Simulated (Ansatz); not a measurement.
# CH₇AlGeS: up Jacob's ladder to CCSD(T)

The task here is to estimate one member of a computed series from the others.

The runs use Ansatz 0.2.0, Gaussian basis; functionals in def2-TZVPP, the program's frozen cores in correlated methods.

Levels to be run: PBE-D4, r2SCAN-D4, PBE0-D4, B3LYP-D4, ωB97X-V, ωB97M-V, B2PLYP; CCSD(T)/def2-TZVPP; MP2/def2-QZVPP; extrapolation to the limit.

**Structure used throughout**

An earlier PBE0-D4 in a triple-zeta def2 set relaxation fixed the geometry.

SMILES `[CH3][AlH][S][GeH3]`, 11 atoms, charge 0, spin multiplicity 1.

Atoms are counted from 1 here; the program's logs count them from 0.

Bond lengths: C1–Al2 1.948 Å, C1–H5 1.093 Å, C1–H6 1.095 Å, C1–H7 1.095 Å, Al2–S3 2.185 Å, Al2–H8 1.583 Å, S3–Ge4 2.224 Å, Ge4–H9 1.537 Å, Ge4–H10 1.534 Å, Ge4–H11 1.537 Å. Angles: Al2–C1–H5 111.4°, Al2–C1–H6 111.4°, Al2–C1–H7 111.4°, H5–C1–H6 107.8°, H5–C1–H7 107.8°, H6–C1–H7 106.7°, C1–Al2–S3 121.2°, C1–Al2–H8 124.3°, S3–Al2–H8 114.5°, Al2–S3–Ge4 101.1°, S3–Ge4–H9 110.5°, S3–Ge4–H10 106.1°, S3–Ge4–H11 110.6°, H9–Ge4–H10 110.1°, H9–Ge4–H11 109.5°, H10–Ge4–H11 110.0°.

Geometry (Å):

```
C    -1.6199    0.5500    0.0040
Al   -0.8952   -0.9538    1.0080
S     1.2157   -1.4986    0.8667
Ge    1.9595    0.0325   -0.5643
H    -2.6891    0.6770    0.1911
H    -1.1196    1.4864    0.2703
H    -1.4823    0.4149   -1.0735
H    -1.7463   -1.8730    1.9754
H     1.7538    1.4463    0.0033
H     3.4569   -0.2484   -0.7472
H     1.2317   -0.0901   -1.9129
```

The first run:

The input, in.yaml:

```yaml
crystal:
  periodic: [false, false, false]
  atoms:
    - {symbol: C, position_ang: [-1.619917, 0.549958, 0.003962]}
    - {symbol: Al, position_ang: [-0.895183, -0.953847, 1.007969]}
    - {symbol: S, position_ang: [1.215721, -1.498551, 0.866663]}
    - {symbol: Ge, position_ang: [1.959504, 0.032451, -0.564312]}
    - {symbol: H, position_ang: [-2.689080, 0.677049, 0.191124]}
    - {symbol: H, position_ang: [-1.119594, 1.486400, 0.270346]}
    - {symbol: H, position_ang: [-1.482273, 0.414872, -1.073544]}
    - {symbol: H, position_ang: [-1.746257, -1.873033, 1.975383]}
    - {symbol: H, position_ang: [1.753821, 1.446332, 0.003254]}
    - {symbol: H, position_ang: [3.456872, -0.248393, -0.747218]}
    - {symbol: H, position_ang: [1.231688, -0.090140, -1.912930]}
basis:
  gaussian: {orbitals: def2-TZVPP}
hamiltonian: {xc: pbe, dispersion: d4}
output: {forces: true, orbitals: {seedname: orbitals}}
```

Command:

```bash
$ ansatz run in.yaml --threads 4 --pin off --events-out ev --progress --plain --max-ram 10444MiB
```

Among the steps run: PBE-D4 (GGA); r2SCAN-D4 (meta-GGA); PBE0-D4 (hybrid); B3LYP-D4 (hybrid); ωB97X-V (range-separated); ωB97M-V (range-separated); B2PLYP (double hybrid); CCSD(T) in def2-TZVPP; MP2 in def2-QZVPP.

One of the session's tables, all rows but one given; the rest of the session is left out.

| method | atomisation energy (kJ/mol) |
| --- | --- |
| PBE-D4 | 3392.1 |
| r2SCAN-D4 | 3417.4 |
| PBE0-D4 | 3377.6 |
| B3LYP-D4 | 3382.7 |
| ωB97X-V | 3424.3 |
| ωB97M-V | 3403.2 |
| B2PLYP | 3347.2 |
| HF/def2-TZVPP | 2555.1 |
| MP2/def2-TZVPP | 3336.4 |
| CCSD/def2-TZVPP | ? |
| CCSD(T)/def2-TZVPP | 3337.3 |
| MP2/CBS | 3412.1 |
| CCSD(T)/CBS | 3413.0 |

**Question.** Estimate the row for CCSD/def2-TZVPP.

The run gave: atomisation energy (kJ/mol): 3296.7. In the column «atomisation energy (kJ/mol)» it lies between HF/def2-TZVPP (2555.1) and MP2/def2-TZVPP (3336.4).

Among the levels timed on like hardware and quicker than the yardstick, those that no quicker one beats, quickest first: PBE-D4 (2.7 s, -20.9 kJ/mol); r2SCAN-D4 (6 s, +4.4 kJ/mol).

B2PLYP carry no dispersion term (for B3LYP, D4 adds 41.4 kJ/mol).

Limits of these values: Free atoms (1 C, 1 Al, 1 S, 1 Ge, 7 H) were run apart at each level; the atomisation energy is their sum less the molecule, without zero-point or spin-orbit terms.
